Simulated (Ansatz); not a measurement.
**Alloy of GaAs and InP (8 of 32 As sites, 8 of 32 Ga sites exchanged), 64 atoms**

Wanted: the relaxed alloy cell and its gap (PBEsol).

Program: Ansatz 0.2.0, PAW, plane waves. These are calculated values, not measurements.

## 1. The system as built

64 atoms (24 Ga, 8 In, 24 As, 8 P); a = 11.429 Å, b = 11.429 Å, c = 11.429 Å, α = 90.00°, β = 90.00°, γ = 90.00°. All atoms were shaken off their sites by about 0.02 Å along each axis.

Plan of the steps: (2) PBEsol cell relaxation at the single k point (¼, ¼, ¼), on 1 × NVIDIA GB300 Max-Q with 8 threads of Arm Neoverse-V2.

## 2. PBEsol relaxation of the cell and the positions

in.yaml reads:

```yaml
crystal:
  lattice:
    - [11.429005, 0.000000, 0.000000]
    - [0.000000, 11.429005, 0.000000]
    - [0.000000, 0.000000, 11.429005]
  atoms:
    - { symbol: Ga, position: [0.998940, 0.999064, 0.997209] }
    - { symbol: Ga, position: [0.000540, 0.999963, 0.498277] }
    - { symbol: Ga, position: [0.998934, 0.500182, 0.999787] }
    - { symbol: Ga, position: [0.002172, 0.499179, 0.501343] }
    - { symbol: Ga, position: [0.502109, 0.000209, 0.998517] }
    - { symbol: Ga, position: [0.499154, 0.500398, 0.001779] }
    - { symbol: Ga, position: [0.246140, 0.248849, 0.500814] }
    - { symbol: Ga, position: [0.251868, 0.749831, 0.003188] }
    - { symbol: Ga, position: [0.253014, 0.747990, 0.500269] }
    - { symbol: Ga, position: [0.750254, 0.247987, 0.998877] }
    - { symbol: Ga, position: [0.750018, 0.748705, 0.996412] }
    - { symbol: Ga, position: [0.249484, 0.004568, 0.248630] }
    - { symbol: Ga, position: [0.248878, 0.997394, 0.747176] }
    - { symbol: Ga, position: [0.251005, 0.499449, 0.251880] }
    - { symbol: Ga, position: [0.748814, 0.997675, 0.250270] }
    - { symbol: Ga, position: [0.749245, 0.001363, 0.748195] }
    - { symbol: Ga, position: [0.752791, 0.499404, 0.752077] }
    - { symbol: Ga, position: [0.997318, 0.253857, 0.749095] }
    - { symbol: Ga, position: [0.001155, 0.748694, 0.252274] }
    - { symbol: Ga, position: [0.003992, 0.753883, 0.752920] }
    - { symbol: Ga, position: [0.497352, 0.251894, 0.250692] }
    - { symbol: Ga, position: [0.500023, 0.253652, 0.749421] }
    - { symbol: Ga, position: [0.500535, 0.750542, 0.248705] }
    - { symbol: Ga, position: [0.501473, 0.752009, 0.747611] }
    - { symbol: In, position: [0.501072, 0.002168, 0.503973] }
    - { symbol: In, position: [0.497706, 0.500798, 0.499834] }
    - { symbol: In, position: [0.249663, 0.247199, 0.998225] }
    - { symbol: In, position: [0.751164, 0.253305, 0.502108] }
    - { symbol: In, position: [0.749250, 0.750219, 0.498151] }
    - { symbol: In, position: [0.250227, 0.501291, 0.751256] }
    - { symbol: In, position: [0.750922, 0.503070, 0.250409] }
    - { symbol: In, position: [0.999936, 0.251574, 0.251633] }
    - { symbol: As, position: [0.125018, 0.124005, 0.125887] }
    - { symbol: As, position: [0.128045, 0.125121, 0.624661] }
    - { symbol: As, position: [0.124618, 0.626515, 0.125954] }
    - { symbol: As, position: [0.122391, 0.623886, 0.625579] }
    - { symbol: As, position: [0.626004, 0.624342, 0.625693] }
    - { symbol: As, position: [0.375560, 0.377559, 0.628545] }
    - { symbol: As, position: [0.371221, 0.874516, 0.126739] }
    - { symbol: As, position: [0.373461, 0.874125, 0.620703] }
    - { symbol: As, position: [0.874019, 0.376009, 0.123178] }
    - { symbol: As, position: [0.875927, 0.371743, 0.624780] }
    - { symbol: As, position: [0.876173, 0.875988, 0.121251] }
    - { symbol: As, position: [0.376430, 0.123996, 0.373063] }
    - { symbol: As, position: [0.373423, 0.127225, 0.874854] }
    - { symbol: As, position: [0.374514, 0.625176, 0.372305] }
    - { symbol: As, position: [0.377002, 0.626546, 0.874945] }
    - { symbol: As, position: [0.873743, 0.124028, 0.374897] }
    - { symbol: As, position: [0.878759, 0.127816, 0.874351] }
    - { symbol: As, position: [0.125308, 0.375545, 0.373143] }
    - { symbol: As, position: [0.124212, 0.373855, 0.873988] }
    - { symbol: As, position: [0.125515, 0.875500, 0.875681] }
    - { symbol: As, position: [0.622496, 0.375700, 0.375610] }
    - { symbol: As, position: [0.626047, 0.373564, 0.873559] }
    - { symbol: As, position: [0.627878, 0.876610, 0.372612] }
    - { symbol: As, position: [0.622565, 0.872585, 0.873480] }
    - { symbol: P, position: [0.627174, 0.124901, 0.124048] }
    - { symbol: P, position: [0.625471, 0.123544, 0.622313] }
    - { symbol: P, position: [0.624098, 0.624065, 0.123006] }
    - { symbol: P, position: [0.371756, 0.375704, 0.126705] }
    - { symbol: P, position: [0.873800, 0.877072, 0.626199] }
    - { symbol: P, position: [0.872723, 0.622248, 0.372934] }
    - { symbol: P, position: [0.872797, 0.623636, 0.870258] }
    - { symbol: P, position: [0.126500, 0.874346, 0.376942] }
  symmetry: { detect: false }
kpoints:
  mp_grid: { grid: [1, 1, 1], shift: [0.25, 0.25, 0.25] }
hamiltonian:
  xc: pbesol
scf:
  occupations: { method: fermi_dirac, width: 0.01 }
relax:
  f_tol: 0.03
  max_steps: 80
  escape_saddle: false
  adjacent_minimum: "off"
  cell: { fix: [shape] }
output:
  forces: true
  eigenvalues: true
  populations: true
```

On the command line:

```bash
> ansatz run in.yaml --threads 8 --pin off --max-ram 118750MiB --runs-dir r --events-out ev --progress --plain --backend cuda --devices 0,
```

**Question.** What will these runs give? Wanted: for each run, top filled to lowest empty.

As calculated:

| level | time | top filled to lowest empty (eV) |
| --- | --- | --- |
| PBEsol, relaxation | 9.5 s (GPU) | 1.20 |

| quantity | value |
| --- | --- |
| relaxation | 5 recorded steps, 3.46 eV gained |
| largest shift | 0.23 Å (As38) |
| relaxed cell | a = 11.417 Å, b = 11.417 Å, c = 11.417 Å, α = 90.00°, β = 90.00°, γ = 90.00° |
| mean bonds | As–Ga 2.457, As–In 2.600, Ga–P 2.382, In–P 2.527 Å |

**What this shows.** Relaxation gains 3.46 eV, with shifts up to 0.23 Å (As38), while the volume changes by -0.3 %. The mean lengths of the listed bonds run from Ga–P 2.38 Å to As–In 2.60 Å. No spin–orbit coupling is included; with elements this heavy it would shift the edges. With one k point the spacing samples only the states that fold onto it, so it can exceed the gap over the zone.
